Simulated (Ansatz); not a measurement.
# H2O2SSi: rotation by 180° about the O3–S4 bond

Program: Ansatz 0.2.0. Level of theory: RKS r2SCANh/cc-pVDZ. These are calculated values, not measurements.

## Step 1: The structure to begin with

Bond lengths: O1–Si2 1.503 Å, Si2–O3 1.617 Å, O3–S4 1.668 Å, Si2–H5 1.441 Å, S4–H6 1.346 Å. Angles: O1–Si2–O3 128.8°, O1–Si2–H5 136.3°, O3–Si2–H5 94.9°, Si2–O3–S4 136.2°, O3–S4–H6 93.3°.

Coordinates:

```xyz
6

O    -1.6418    1.4897   -0.7879
Si   -0.2276    1.0037   -0.6387
O     0.3185   -0.2921    0.1592
S    -0.3553   -1.5217    1.0627
H     1.0734    1.4324   -1.0845
H     0.8329   -2.1120    1.2892
```

## Step 2: Relaxing end A

The input, input.yaml:

```yaml
crystal:
  periodic: [false, false, false]
  atoms:
    - { symbol: O, position_ang: [-1.6418, 1.48971, -0.78792] }
    - { symbol: Si, position_ang: [-0.22765, 1.0037, -0.63867] }
    - { symbol: O, position_ang: [0.31845, -0.29211, 0.15916] }
    - { symbol: S, position_ang: [-0.35526, -1.52167, 1.06273] }
    - { symbol: H, position_ang: [1.0734, 1.43237, -1.08454] }
    - { symbol: H, position_ang: [0.83287, -2.11201, 1.28924] }
basis:
  gaussian: { orbitals: cc-pVDZ }
hamiltonian:
  xc: r2scanh
relax:
  f_tol: 0.015
  max_steps: 40
output:
  orbitals: {}
```

Run with:

```console
ansatz run input.yaml --threads 1 --pin off --max-ram 2048MiB --backend cpu --events-out ev --progress --plain --runs-dir out
```

**Question.** How long does this run take on 1 thread of AMD EPYC 7R43 (Zen 3), shared host, and how much memory does it need?

About 62 s, with a peak of 0.17 GiB.
